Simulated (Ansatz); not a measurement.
**C₂H₃F₂Ga: up Jacob's ladder to CCSD(T)**

How much do the methods differ for C₂H₃F₂Ga? The plan is to run it at one geometry with functionals of several rungs and with coupled cluster. The yardstick is the atomisation energy at the CCSD(T) limit.

Computed with Ansatz 0.2.0, Gaussian basis. Level: functionals in def2-TZVPP, the program's frozen cores in correlated methods.

Levels to be run: PBE-D4, r2SCAN-D4, PBE0-D4, B3LYP-D4, ωB97X-V, ωB97M-V, B2PLYP; CCSD(T)/def2-TZVPP; MP2/def2-QZVPP; extrapolation to the limit.

## Step 1: Structure used throughout

The geometry comes from an earlier relaxation with PBE0-D4/def2-TZVP; it is a stationary point, not always the lowest conformer.

8 atoms, charge 0, spin multiplicity 1.

Atoms are counted from 1 here; the program's logs count them from 0.

Bond lengths: F1–C2 1.308 Å, C2–F3 1.308 Å, C2–C4 1.323 Å, C4–H6 1.079 Å, C4–H7 1.079 Å, Ga5–H8 1.684 Å. Angles: F1–C2–F3 110.2°, F1–C2–C4 124.9°, F3–C2–C4 124.9°, C2–C4–H6 120.0°, C2–C4–H7 120.0°, H6–C4–H7 120.0°.

## Step 2: PBE-D4 (GGA)

The input, in.yaml:

```yaml
crystal:
  periodic: [false, false, false]
  atoms:
    - {symbol: F, position_ang: [1.953640, -0.331010, -0.725717]}
    - {symbol: C, position_ang: [1.075632, -0.310346, 0.243404]}
    - {symbol: F, position_ang: [1.257434, -1.332538, 1.038661]}
    - {symbol: C, position_ang: [0.154278, 0.624605, 0.410510]}
    - {symbol: Ga, position_ang: [-1.521161, -1.056511, -1.209600]}
    - {symbol: H, position_ang: [-0.504679, 0.585350, 1.264133]}
    - {symbol: H, position_ang: [0.101736, 1.457872, -0.273048]}
    - {symbol: H, position_ang: [-2.424778, 0.305578, -0.804142]}
basis:
  gaussian: {orbitals: def2-TZVPP}
hamiltonian: {xc: pbe, dispersion: d4}
output: {forces: true, orbitals: {seedname: orbitals}}
```

Launch:

```
> ansatz run in.yaml --threads 4 --pin off --events-out ev --progress --plain --max-ram 10444MiB
```

The runs that follow: r2SCAN-D4 (meta-GGA); PBE0-D4 (hybrid); B3LYP-D4 (hybrid); ωB97X-V (range-separated); ωB97M-V (range-separated); B2PLYP (double hybrid); CCSD(T) in def2-TZVPP; MP2 in def2-QZVPP.

Before running them: what should the planned runs give, taken together? Wanted: atomisation energy, CCSD(T)/CBS; farthest; mean size of error, hybrid; mean size of error, range-separated; gap, smallest and largest; T1 diagnostic; triples share of the correlation energy.

**Answer**, as computed:

| quantity | value |
| --- | --- |
| atomisation energy, CCSD(T)/CBS | 2755.4 kJ/mol |
| functionals within 27.6 kJ/mol (1.0 %) | r2SCAN-D4, PBE0-D4, B3LYP-D4, ωB97X-V, ωB97M-V |
| farthest | PBE-D4 (+113.5 kJ/mol) |
| mean size of error, hybrid | 11.1 kJ/mol |
| mean size of error, range-separated | 8.4 kJ/mol |
| gap, smallest and largest | 2.51 eV (PBE-D4), 8.26 eV (ωB97X-V) |
| T1 diagnostic | 0.0131 |
| triples share of the correlation energy | 3.6 % |

What this shows: PBE-D4 is off by +113.5 kJ/mol, about 18.9 kJ/mol a bond. Double hybrids carry the basis error of their MP2 part in triple zeta, and no dispersion term here, so their miss is partly the set-up's. The reference freezes the cores and leaves out relativity and excitations past (T), and its outer-core shells are covered unevenly, so misses under about 27.6 kJ/mol can't be ranked. Hartree-Fock recovers 69 % of the binding; the rest is correlation. The gap grows from 2.5 to 8.3 eV across the functionals, mostly with the share of exact exchange. Correlated methods include outer-core shells of Ga, which these sets cover unevenly.
